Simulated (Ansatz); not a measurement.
Geometry optimisation, Ansatz, DFT PBE, scalar-relativistic, plane waves, PAW.

Input file:

```yaml
crystal:
  lattice:
    - [-4.179, -4.179, 0.0]
    - [4.179, -4.179, 0.0]
    - [0.0, 0.0, 5.3298]
  atoms:
    - { symbol: Si, position: [0.5, 0.5, 0.0] }
    - { symbol: Si, position: [0.0, 0.5, 0.25] }
    - { symbol: O, position: [0.1938, 0.5, 0.0] }
    - { symbol: O, position: [0.0, 0.1938, 0.25] }
    - { symbol: O, position: [0.8062, 0.5, 0.0] }
    - { symbol: O, position: [0.0, 0.8062, 0.25] }
    - { symbol: Si, position: [0.5, 0.5, 0.5] }
    - { symbol: Si, position: [0.0, 0.5, 0.75] }
    - { symbol: O, position: [0.1938, 0.5, 0.5] }
    - { symbol: O, position: [0.0, 0.1938, 0.75] }
    - { symbol: O, position: [0.8062, 0.5, 0.5] }
    - { symbol: O, position: [0.0, 0.8062, 0.75] }
    - { symbol: Si, position: [0.0, 0.0, 0.0] }
    - { symbol: Si, position: [0.5, 0.0, 0.25] }
    - { symbol: O, position: [0.6938, 0.0, 0.0] }
    - { symbol: O, position: [0.5, 0.6938, 0.25] }
    - { symbol: O, position: [0.3062, 0.0, 0.0] }
    - { symbol: O, position: [0.5, 0.3062, 0.25] }
    - { symbol: Si, position: [0.0, 0.0, 0.5] }
    - { symbol: Si, position: [0.5, 0.0, 0.75] }
    - { symbol: O, position: [0.6938, 0.0, 0.5] }
    - { symbol: O, position: [0.5, 0.6938, 0.75] }
    - { symbol: O, position: [0.3062, 0.0, 0.5] }
    - { symbol: O, position: [0.5, 0.3062, 0.75] }
    - { symbol: "N", position: [0.7427497, 0.75489029, 0.6265912], spin: 1.0 }
magnetization:
  spin_polarized: true
basis:
  ecutwfc: 420.0
kpoints:
  mp_grid: { grid: [2, 2, 3] }
hamiltonian:
  xc: pbe
scf:
  occupations: { method: gaussian, width: 0.02 }
  lower_state_search: "off"
relax:
  f_tol: 0.03
  max_steps: 60
  adjacent_minimum: "off"
output:
  write_density: true
  write_potential: true
  elf: true
  volumetric_format: npy
```

Launched with:

```bash
$ ansatz run input.yaml --threads 2 --pin off --max-ram 5120MiB --backend cpu --events-out ev --progress --plain --runs-dir out
```

Q: Where does it end, and by what steps?

A: The run converged. Limits of this set-up: coarse k mesh. After 12 steps the energy has fallen by 9.152 eV; N25 moved furthest, 1.21 Å.

```tsv
step	energy less start (eV)	largest force component (eV/Å)	accepted
0	0.0000	7.989	yes
1	-4.1449	3.579	yes
2	-5.8641	2.500	yes
3	-6.6038	1.789	yes
4	-7.4145	2.095	yes
5	-8.0805	1.351	yes
6	-8.4186	1.800	yes
7	-8.6246	1.323	yes
8	-9.0502	0.920	yes
9	-9.1428	0.356	yes
10	-9.1151	0.801	no
11	-9.1515	0.090	yes
12	-9.1519	0.030	yes
```

```xyz
25
Lattice="-4.1790 -4.1790 0.0000 4.1790 -4.1790 0.0000 0.0000 0.0000 5.3298" Properties=species:S:1:pos:R:3
Si -0.108 -4.098 0.078
Si 2.023 -2.093 1.326
O 1.133 -2.704 0.059
O 0.757 -0.827 1.306
O -1.269 -5.468 -0.036
O 3.266 -3.432 1.275
Si -0.069 -4.285 2.592
Si 2.014 -2.113 3.991
O 1.201 -2.957 2.654
O 0.767 -0.830 3.942
O -1.367 -5.509 2.626
O 3.306 -3.406 3.964
Si -0.066 -0.079 -0.041
Si -2.163 -2.128 1.259
O -2.934 -2.992 -0.055
O 0.752 -5.046 1.306
O -1.213 -1.478 -0.057
O -0.894 -3.421 1.355
Si -0.066 -0.051 2.609
Si -2.052 -2.336 3.888
O -2.897 -3.078 2.537
O 1.210 -4.523 4.540
O -1.273 -1.385 2.596
O -0.828 -3.509 3.948
N 0.824 -5.376 3.647
```

Whether the end is a true minimum wasn't checked by a vibrational analysis.

Time of the run: 6.1 min on 2 threads of Arm Neoverse V1, on a shared host, peak memory 0.67 GiB.
